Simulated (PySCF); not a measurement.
# C₆H₇F: a tour of settings

Which settings matter for C₆H₇F (`F[C@]12C[C@@H]3[C@H](C1)[C@@H]32`)?

The runs use PySCF 2.14.0, with density-fitted response routines of our own; the level of theory stands in each step. All values are computed, except where a source is named. Atoms are numbered from 0 throughout.

### Step 1. Starting geometry

14 atoms, charge 0, multiplicity 1; geometry from: GFN2-xTB.

Bonds of the start (Å): F0–C1 1.36, C1–C2 1.53, C2–C3 1.52, C3–C4 1.52, C4–C5 1.52, C4–C6 1.50, C5–C1 1.53, C6–C1 1.55, C6–C3 1.50, C2–H7 1.09, C2–H8 1.09, C3–H9 1.08, C4–H10 1.08, C5–H11 1.09, C5–H12 1.09, C6–H13 1.07.

### Step 2. NMR shieldings: PBE0/pcSseg-1

What the job is given:

```
{"job": {"kind": "nmr", "xc": "PBE0", "basis": "pcSseg-1"}, "charge": 0, "multiplicity": 1}
F      0.103842    -2.087518     1.019800
C      0.061870    -0.883863     0.388967
C     -0.801638    -0.706432    -0.862583
C     -0.854672     0.753821    -0.446863
C      0.506137     1.105624     0.133638
C      1.362862    -0.146864     0.060751
C     -0.529520     0.425792     0.981511
H     -0.344471    -0.960210    -1.818684
H     -1.768564    -1.194720    -0.767127
H     -1.533385     1.500323    -0.820673
H      0.860609     2.119264     0.200976
H      1.846311    -0.393838    -0.884145
H      2.081321    -0.199449     0.875277
H     -0.991380     0.667597     1.916990
```

With the program's defaults for keys left out, this is: GIAO PBE0/pcSseg-1 NMR shielding, non-relativistic, gas phase.

On the command line:

```console
> OMP_NUM_THREADS=1 python probes_run.py task.json out
```

The driver reads the jobs from task.json and runs them one after another.

Output:

```text
coarse grid: 11944 points
cycle   1  E = -332.0873337195  dE =  1.408e+00  |g| = 5.053e-01  |ddm| = 3.457e+00
cycle   2  E = -332.0707244437  dE =  1.661e-02  |g| = 6.308e-01  |ddm| = 8.679e-01
cycle   3  E = -332.1383192719  dE = -6.759e-02  |g| = 5.003e-02  |ddm| = 4.666e-01
cycle   4  E = -332.1385878526  dE = -2.686e-04  |g| = 3.346e-02  |ddm| = 7.104e-02
cycle   5  E = -332.1388179701  dE = -2.301e-04  |g| = 3.481e-03  |ddm| = 3.630e-02
cycle   6  E = -332.1388198560  dE = -1.886e-06  |g| = 1.612e-03  |ddm| = 5.521e-03
final grid: 116456 points
cycle   7  E = -332.1894026304  dE = -4.702e-05  |g| = 9.443e-03  |ddm| = 4.768e-02
cycle   8  E = -332.1893824781  dE =  2.015e-05  |g| = 1.392e-02  |ddm| = 2.564e-02
cycle   9  E = -332.1894236510  dE = -4.117e-05  |g| = 1.064e-03  |ddm| = 1.421e-02
cycle  10  E = -332.1894238347  dE = -1.837e-07  |g| = 2.599e-04  |ddm| = 9.792e-04
cycle  11  E = -332.1894238444  dE = -9.710e-09  |g| = 4.213e-05  |ddm| = 2.407e-04
cycle  12  E = -332.1894238447  dE = -3.115e-10  |g| = 1.856e-05  |ddm| = 6.040e-05
converged SCF energy = -332.1894238447

GIAO shielding tensors (ppm)
atom      isotropic    diamagn.    paramagn.     s11        s22        s33       span
  0 F      337.527     469.856    -132.329    285.683    354.146    372.753     87.069
  1 C       92.165     237.643    -145.478     58.613     71.339    146.543     87.930
  2 C      143.661     247.371    -103.710    128.464    143.254    159.263     30.799
  3 C      173.799     250.040     -76.241    139.063    170.887    211.448     72.385
  4 C      173.799     250.031     -76.232    139.073    170.881    211.443     72.371
  5 C      143.670     247.366    -103.696    128.466    143.273    159.270     30.804
  6 C      145.419     252.075    -106.655     96.728    129.931    209.600    112.872
  7 H       29.535      28.867       0.668     25.446     26.492     36.667     11.221
  8 H       29.222      29.103       0.119     26.374     27.414     33.877      7.502
  9 H       30.183      31.379      -1.197     24.294     26.574     39.680     15.386
 10 H       30.183      31.378      -1.195     24.295     26.573     39.681     15.386
 11 H       29.535      28.866       0.669     25.446     26.492     36.667     11.222
 12 H       29.223      29.102       0.120     26.375     27.415     33.877      7.503
 13 H       28.214      32.706      -4.492     24.638     25.303     34.700     10.063
```

It took 13 s on 1 thread of Arm Neoverse V2, shared host; peak memory 0.72 GiB.

The references, computed at this level on geometries of the same kind, shield at (ppm): 1H TMS 31.72, 13C TMS 186.9, 19F CFCl3 170.9. Their shielding less the atom's gives the shift. The references are single molecules in the gas phase, so shifts against H2O, NH3, PH3, H3PO4 or CFCl3 are not on the usual liquid scales and can be off by tens of ppm. Atoms listed in one row are averaged.

```csv
atoms,environment,σ (ppm),δ (ppm),δ scaled to CDCl3
C1,fully substituted sp3 carbon bonded to F,92.2,94.8,90.6
"C2, C5",sp3 CH2 in a ring,143.7,43.3,40.3
C6,three-membered-ring carbon,145.4,41.5,38.6
"C3, C4",three-membered-ring carbon,173.8,13.1,10.9
H13,hydrogen on a three-membered-ring carbon,28.21,3.50,3.41
"H8, H12",hydrogen on an sp3 CH2 in a ring,29.22,2.49,2.46
"H7, H11",hydrogen on an sp3 CH2 in a ring,29.53,2.18,2.16
"H9, H10",hydrogen on a three-membered-ring carbon,30.18,1.53,1.55
F0,fluorine on an sp3 carbon,337.5,-166.6,–
```

The scaled column applies a straight-line fit of computed shieldings to shifts measured in CDCl3, and one for carbons that bear F (root-mean-square error 0.16 ppm for H, 1.9 ppm for C).

Charges from the same density, by scheme (e):

```csv
atoms,Mulliken,IAO,Hirshfeld,ESP fit
F0,-0.30,-0.30,-0.12,-0.27
C1,0.12,0.32,0.11,0.46
"C2, C5",-0.03,-0.28,-0.08,-0.31
"C3, C4",-0.21,-0.14,-0.04,-0.10
C6,-0.10,-0.19,-0.06,-0.23
```

Mayer bond orders: F0–C1 0.94, C1–C2 0.98, C2–C3 0.97, C3–C4 0.93, C4–C5 0.97, C4–C6 0.88, C5–C1 0.98, C6–C1 0.90, C6–C3 0.88.

Ring of atoms C1, C2, C3, C6: NICS(0) -11.2, NICS(1) -6.8, NICS(1)zz -3.1 ppm (means of both faces; NICS(1) differs between them: -13.2 and -0.4).

The two faces differ (NICS(1)zz 2.1 and -8.3 ppm).

Ring of atoms C1, C4, C5, C6: NICS(0) -11.2, NICS(1) -6.8, NICS(1)zz -3.1 ppm (means of both faces; NICS(1) differs between them: -13.2 and -0.4).

The two faces differ (NICS(1)zz -8.3 and 2.1 ppm).

Ring of atoms C3, C4, C6: NICS(0) -41.9, NICS(1) -11.1, NICS(1)zz -29.8 ppm (means of both faces; NICS(1) differs between them: -12.1 and -10.0).

In rings of three or four atoms NICS is ruled by the nearby σ bonds, so it says little on aromaticity.

### Step 3. Ultraviolet spectrum: PBE0/def2-SVPD

Settings changed since step 2:

```diff
@@ -1,2 +1,2 @@
-{"job": {"kind": "nmr", "xc": "PBE0", "basis": "pcSseg-1"}, "charge": 0, "multiplicity": 1}
+{"job": {"kind": "uv", "xc": "PBE0", "basis": "def2-SVPD", "nstates": 6, "ntriplets": 2}, "charge": 0, "multiplicity": 1}
 F      0.103842    -2.087518     1.019800
```

Method: TDDFT PBE0/def2-SVPD, vertical, gas phase, core orbitals frozen in the response.

Output:

```text
coarse grid: 11944 points
cycle   1  E = -331.9092106909  dE =  1.342e+00  |g| = 4.716e-01  |ddm| = 8.397e+00
cycle   2  E = -331.8937765647  dE =  1.543e-02  |g| = 5.843e-01  |ddm| = 1.577e+00
cycle   3  E = -331.9565645691  dE = -6.279e-02  |g| = 4.951e-02  |ddm| = 9.287e-01
cycle   4  E = -331.9568200981  dE = -2.555e-04  |g| = 3.230e-02  |ddm| = 1.937e-01
cycle   5  E = -331.9570406849  dE = -2.206e-04  |g| = 3.582e-03  |ddm| = 1.464e-01
cycle   6  E = -331.9570429346  dE = -2.250e-06  |g| = 1.520e-03  |ddm| = 2.497e-02
final grid: 116456 points
cycle   7  E = -332.0071493111  dE = -4.404e-05  |g| = 9.274e-03  |ddm| = 3.878e-01
cycle   8  E = -332.0071291578  dE =  2.015e-05  |g| = 1.362e-02  |ddm| = 9.555e-02
cycle   9  E = -332.0071698741  dE = -4.072e-05  |g| = 9.884e-04  |ddm| = 5.497e-02
cycle  10  E = -332.0071700453  dE = -1.712e-07  |g| = 2.579e-04  |ddm| = 1.780e-03
cycle  11  E = -332.0071700564  dE = -1.104e-08  |g| = 3.907e-05  |ddm| = 1.910e-03
cycle  12  E = -332.0071700567  dE = -2.875e-10  |g| = 1.758e-05  |ddm| = 2.006e-04
converged SCF energy = -332.0071700567

Static polarisability (au): isotropic 60.867, principal 58.112 61.497 62.991

Singlet excitations
state   eV       nm        f      main configurations
  1   7.2217    171.7   0.00173   H->L 0.91
  2   7.4727    165.9   0.01735   H->L+1 0.90
  3   7.8099    158.8   0.00890   H->L+2 0.96
  4   7.9528    155.9   0.00526   H->L+3 0.98
  5   7.9952    155.1   0.00242   H-1->L 0.91
  6   8.3078    149.2   0.01492   H-1->L+1 0.90

Triplet excitations (Tamm-Dancoff, eV): 7.0897 7.3464
```

Run time: 22 s. Hardware: 1 thread of Arm Neoverse V2, shared host; peak memory 0.82 GiB.

The orbitals next to the gap, with their largest atomic shares:

```csv
orbital,eV,atoms
HOMO−3,-8.85,"C6 21 %, C1 17 %, F0 15 %"
HOMO−2,-8.76,"C2 19 %, C5 19 %, F0 16 %"
HOMO−1,-8.28,"C3 27 %, C4 27 %, C6 14 %"
HOMO,-7.50,"C6 31 %, C3 15 %, C4 15 %"
LUMO,0.93,"C3 13 %, C4 13 %, H9 11 %"
LUMO+1,1.16,"C1 14 %, F0 13 %, C2 10 %"
LUMO+2,1.45,"H10 10 %, H9 10 %, C5 10 %"
```

With each of the 6 states as a Gaussian band of 0.4 eV half-width at 1/e, the curve within the window shown has maxima at 161 nm (ε 1,100) L/(mol cm). Beyond the last state computed it falls off for lack of states. The curve at chosen wavelengths:

(nm, ε (L/mol/cm)): (144, 375), (146, 568), (147, 663), (149, 826), (151, 940), (153, 1011), (154, 1036), (156, 1073), (158, 1101), (159, 1111), (161, 1119), (163, 1100), (165, 1042), (166, 997), (168, 876), (170, 727), (172, 568), (173, 490), (175, 350), (177, 236), (178, 190), (180, 119), (182, 71), (184, 40), (185, 30), (187, 16)

Further results of this job:

```csv
property,computed
dipole moment (D),1.92
polarisability (Å³),9.02
HOMO–LUMO gap (eV),8.43
−ε(HOMO) (eV),7.50
```

### Step 4. Shielding tensors: PBE0/cc-pVDZ

Settings changed since step 3:

```diff
@@ -1,2 +1,2 @@
-{"job": {"kind": "uv", "xc": "PBE0", "basis": "def2-SVPD", "nstates": 6, "ntriplets": 2}, "charge": 0, "multiplicity": 1}
+{"job": {"kind": "nmr", "xc": "PBE0", "basis": "cc-pVDZ", "pop": true, "scf": {"guess": "vsap"}}, "charge": 0, "multiplicity": 1}
 F      0.103842    -2.087518     1.019800
```

Level: GIAO PBE0/cc-pVDZ NMR shielding, non-relativistic, gas phase.

Output:

```text
final grid: 116456 points
cycle   1  E = -327.2423068979  dE =  3.162e+00  |g| = 4.391e+00  |ddm| = 1.822e+01
cycle   2  E = -311.7502489808  dE =  1.549e+01  |g| = 8.157e+00  |ddm| = 2.223e+01
cycle   3  E = -331.2323441160  dE = -1.948e+01  |g| = 2.226e+00  |ddm| = 1.362e+01
cycle   4  E = -332.1418024472  dE = -9.095e-01  |g| = 8.249e-01  |ddm| = 4.266e+00
cycle   5  E = -332.2434399888  dE = -1.016e-01  |g| = 1.659e-01  |ddm| = 9.057e-01
cycle   6  E = -332.2467723518  dE = -3.332e-03  |g| = 9.082e-02  |ddm| = 2.860e-01
cycle   7  E = -332.2486506473  dE = -1.878e-03  |g| = 1.805e-02  |ddm| = 1.530e-01
cycle   8  E = -332.2487146133  dE = -6.397e-05  |g| = 4.017e-03  |ddm| = 2.827e-02
cycle   9  E = -332.2487175619  dE = -2.949e-06  |g| = 1.873e-03  |ddm| = 8.944e-03
cycle  10  E = -332.2487183998  dE = -8.378e-07  |g| = 2.915e-04  |ddm| = 3.128e-03
cycle  11  E = -332.2487184180  dE = -1.825e-08  |g| = 1.091e-04  |ddm| = 5.710e-04
cycle  12  E = -332.2487184208  dE = -2.812e-09  |g| = 1.888e-05  |ddm| = 1.854e-04
cycle  13  E = -332.2487184209  dE = -9.175e-11  |g| = 4.100e-06  |ddm| = 3.901e-05
converged SCF energy = -332.2487184209

GIAO shielding tensors (ppm)
atom      isotropic    diamagn.    paramagn.     s11        s22        s33       span
  0 F      350.045     468.816    -118.772    300.778    365.288    384.068     83.289
  1 C      106.005     242.172    -136.167     75.942     85.682    156.392     80.450
  2 C      157.384     249.198     -91.814    142.842    156.753    172.557     29.715
  3 C      184.424     248.767     -64.344    152.551    181.641    219.080     66.529
  4 C      184.425     248.766     -64.340    152.564    181.635    219.078     66.514
  5 C      157.394     249.197     -91.803    142.843    156.774    172.565     29.722
  6 C      158.613     251.900     -93.287    111.997    146.637    217.204    105.207
  7 H       29.595      30.328      -0.733     25.498     26.577     36.709     11.211
  8 H       29.367      29.633      -0.266     26.562     27.636     33.902      7.341
  9 H       30.328      31.337      -1.008     24.623     26.904     39.459     14.836
 10 H       30.329      31.337      -1.008     24.624     26.902     39.459     14.836
 11 H       29.595      30.328      -0.733     25.498     26.578     36.709     11.211
 12 H       29.368      29.635      -0.267     26.562     27.637     33.903      7.341
 13 H       28.428      32.560      -4.132     25.067     25.441     34.775      9.708
```

Run time: 14 s. Hardware: 1 thread of Arm Neoverse V2, shared host; peak memory 0.68 GiB.

In short: δ C1 93.1, C2 41.7, C6 40.5, C3 14.7, H13 3.32, H8 2.38 ppm (means over like atoms).

### Step 5. Excited states and response: B97-2/def2-SVPD

Settings changed since step 4:

```diff
@@ -1,2 +1,2 @@
-{"job": {"kind": "nmr", "xc": "PBE0", "basis": "cc-pVDZ", "pop": true, "scf": {"guess": "vsap"}}, "charge": 0, "multiplicity": 1}
+{"job": {"kind": "uv", "xc": "B97-2", "basis": "def2-SVPD", "nstates": 12, "ntriplets": 5, "tda": false}, "charge": 0, "multiplicity": 1}
 F      0.103842    -2.087518     1.019800
```

Level: TDDFT B97-2/def2-SVPD, vertical, gas phase, core orbitals frozen in the response.

Output:

```text
coarse grid: 11944 points
cycle   1  E = -332.1771374027  dE =  1.282e+00  |g| = 4.984e-01  |ddm| = 8.603e+00
cycle   2  E = -332.1526983799  dE =  2.444e-02  |g| = 6.470e-01  |ddm| = 1.847e+00
cycle   3  E = -332.2284124204  dE = -7.571e-02  |g| = 5.613e-02  |ddm| = 9.735e-01
cycle   4  E = -332.2288210807  dE = -4.087e-04  |g| = 3.247e-02  |ddm| = 2.100e-01
cycle   5  E = -332.2290466691  dE = -2.256e-04  |g| = 3.511e-03  |ddm| = 1.598e-01
cycle   6  E = -332.2290487744  dE = -2.105e-06  |g| = 1.636e-03  |ddm| = 2.485e-02
final grid: 116456 points
cycle   7  E = -332.2678000051  dE = -5.291e-05  |g| = 6.061e-03  |ddm| = 3.592e-01
cycle   8  E = -332.2677943266  dE =  5.678e-06  |g| = 8.516e-03  |ddm| = 3.411e-02
cycle   9  E = -332.2678062806  dE = -1.195e-05  |g| = 4.945e-04  |ddm| = 9.604e-03
cycle  10  E = -332.2678063219  dE = -4.138e-08  |g| = 2.326e-04  |ddm| = 2.866e-03
cycle  11  E = -332.2678063349  dE = -1.300e-08  |g| = 2.260e-05  |ddm| = 1.696e-03
cycle  12  E = -332.2678063351  dE = -1.096e-10  |g| = 8.296e-06  |ddm| = 1.059e-04
converged SCF energy = -332.2678063351

Static polarisability (au): isotropic 60.830, principal 58.065 61.476 62.950

Singlet excitations
state   eV       nm        f      main configurations
  1   7.1664    173.0   0.00207   H->L 0.94
  2   7.4364    166.7   0.01712   H->L+1 0.94
  3   7.7585    159.8   0.00877   H->L+2 0.97
  4   7.9056    156.8   0.00521   H->L+3 0.99
  5   7.9337    156.3   0.00256   H-1->L 0.94
  6   8.2534    150.2   0.01357   H-1->L+1 0.93
  7   8.4848    146.1   0.00578   H-1->L+2 0.93
  8   8.5207    145.5   0.00016   H-2->L 0.95
  9   8.6175    143.9   0.02362   H-3->L 0.79, H-1->L+3 0.17
 10   8.6182    143.9   0.00006   H-2->L+1 0.95
 11   8.6708    143.0   0.02584   H->L+4 0.88
 12   8.6886    142.7   0.00200   H->L+5 0.48, H->L+6 0.45

Triplet excitations (Tamm-Dancoff, eV): 7.0955 7.3681 7.5159 7.8083 7.8309
```

It took 27 s on 1 thread of Arm Neoverse V2, shared host; peak memory 0.8 GiB.

Key values: HOMO -7.24 eV, LUMO 0.94 eV; lowest singlet 7.17 eV.

### Step 6. NMR shieldings: PBE0/ANO-RCC-VDZP

Settings changed since step 5:

```diff
@@ -1,2 +1,2 @@
-{"job": {"kind": "uv", "xc": "B97-2", "basis": "def2-SVPD", "nstates": 12, "ntriplets": 5, "tda": false}, "charge": 0, "multiplicity": 1}
+{"job": {"kind": "nmr", "xc": "PBE0", "basis": "ANO-RCC-VDZP", "pop": true, "scf": {"conv": 1e-06}}, "charge": 0, "multiplicity": 1}
 F      0.103842    -2.087518     1.019800
```

With the program's defaults for keys left out, this is: GIAO PBE0/ANO-RCC-VDZP NMR shielding, non-relativistic, gas phase.

Output:

```text
final grid: 116456 points
cycle   1  E = -332.2722506509  dE =  1.424e+00  |g| = 5.016e-01  |ddm| = 5.261e+00
cycle   2  E = -332.2498392491  dE =  2.241e-02  |g| = 6.380e-01  |ddm| = 8.482e-01
cycle   3  E = -332.3258970981  dE = -7.606e-02  |g| = 6.183e-02  |ddm| = 4.613e-01
cycle   4  E = -332.3264383351  dE = -5.412e-04  |g| = 3.347e-02  |ddm| = 7.999e-02
cycle   5  E = -332.3266792609  dE = -2.409e-04  |g| = 3.474e-03  |ddm| = 3.319e-02
cycle   6  E = -332.3266813931  dE = -2.132e-06  |g| = 1.572e-03  |ddm| = 5.019e-03
cycle   7  E = -332.3266819859  dE = -5.928e-07  |g| = 1.782e-04  |ddm| = 1.632e-03
converged SCF energy = -332.3266819859

GIAO shielding tensors (ppm)
atom      isotropic    diamagn.    paramagn.     s11        s22        s33       span
  0 F      351.461     467.890    -116.429    305.462    363.068    385.853     80.391
  1 C       96.346     242.038    -145.692     63.374     75.127    150.539     87.165
  2 C      149.370     242.427     -93.056    134.141    148.914    165.056     30.916
  3 C      179.096     244.402     -65.307    144.438    176.189    216.661     72.223
  4 C      179.098     244.402     -65.304    144.450    176.184    216.659     72.209
  5 C      149.381     242.426     -93.045    134.142    148.935    165.068     30.926
  6 C      150.982     247.015     -96.032    103.766    135.753    213.428    109.662
  7 H       29.625      30.538      -0.913     25.627     26.541     36.707     11.080
  8 H       29.345      30.013      -0.668     26.598     27.472     33.964      7.366
  9 H       30.066      31.265      -1.199     24.237     26.375     39.587     15.350
 10 H       30.066      31.265      -1.199     24.238     26.373     39.588     15.349
 11 H       29.626      30.539      -0.913     25.628     26.541     36.708     11.080
 12 H       29.346      30.015      -0.670     26.599     27.473     33.965      7.367
 13 H       28.051      32.409      -4.358     24.449     24.971     34.732     10.282
```

Run time: 22 s. Hardware: 1 thread of Arm Neoverse V2, shared host; peak memory 0.72 GiB.

This run: δ C1 94.0, C2 41.0, C6 39.4, C3 11.3, H13 3.71, H8 2.42 ppm (means over like atoms).

### Step 7. Side by side: NMR shifts

Shifts (ppm) of some atoms, chosen among heavy atoms and hydrogens apart, means over like atoms, with basis size and wall time:

```csv
run,C1,C2,C6,C3,H13,H9,F0,functions,time
PBE0/pcSseg-1,94.8,43.3,41.5,13.1,3.50,1.53,-166.6,154,13 s
PBE0/cc-pVDZ,93.1,41.7,40.5,14.7,3.32,1.42,-155.5,133,14 s
PBE0/ANO-RCC-VDZP,94.0,41.0,39.4,11.3,3.71,1.70,-172.4,133,22 s
```

### Step 8. Side by side: electronic excitations

Excitations and ground-state properties, with basis size and wall time:

```csv
run,lowest singlet (eV),brightest (eV),f,gap (eV),α (Å³),μ (D),functions,time
PBE0/def2-SVPD,7.22,7.47,0.017,8.43,9.02,1.92,199,22 s
B97-2/def2-SVPD,7.17,8.67,0.026,8.18,9.01,1.92,199,27 s
```

### Step 9. Outcome

| quantity | value |
| --- | --- |
| 13C shifts against TMS (PBE0/pcSseg-1, means over atoms taken as alike) | 94.8, 43.3, 41.5, 13.1 ppm |
| 1H shifts against TMS (PBE0/pcSseg-1, means over atoms taken as alike) | 3.50, 2.49, 2.18, 1.53 ppm |
| 19F shifts against CFCl3 (PBE0/pcSseg-1) | -166.6 ppm |
| lowest singlet (PBE0/def2-SVPD) | 7.22 eV (172 nm), f = 0.002 |
| brightest single state of those computed | state 2, 7.47 eV, f = 0.017 |
| lowest triplet | 7.09 eV |
| range of the shift of F0 | -172.4 to -155.5 ppm |
| range of the lowest singlet | 7.17 to 7.22 eV |

**Reading.** Single values in the summary come from the first run of each kind that ended normally (PBE0/pcSseg-1; PBE0/def2-SVPD), which need not be the best level. At PBE0/pcSseg-1: The widest tensor belongs to C6: span 113 ppm, with a paramagnetic part of -107 ppm. The first singlet state (HOMO→LUMO 0.91) lies at 7.22 eV and is weak; of the 6 states computed, the strongest absorption comes from state 2 at 7.47 eV. The lowest triplet lies 0.13 eV below the lowest singlet (triplets in Tamm-Dancoff, singlets in full TDDFT). Across the 3 runs the shift of F0 moves most, between -172.4 (PBE0/ANO-RCC-VDZP) and -155.5 ppm (PBE0/cc-pVDZ). Most of that comes from the computed reference, not from the atom's own shielding. The lowest singlet runs from 7.17 eV (B97-2/def2-SVPD) to 7.22 eV (PBE0/def2-SVPD), while the orbital gap spans 8.18 to 8.43 eV: the excitation energy moves far less from run to run than the orbital gap does. The lowest state need not be the same one in every run. The runs solved for a few states only, so the brightest column depends on that window.
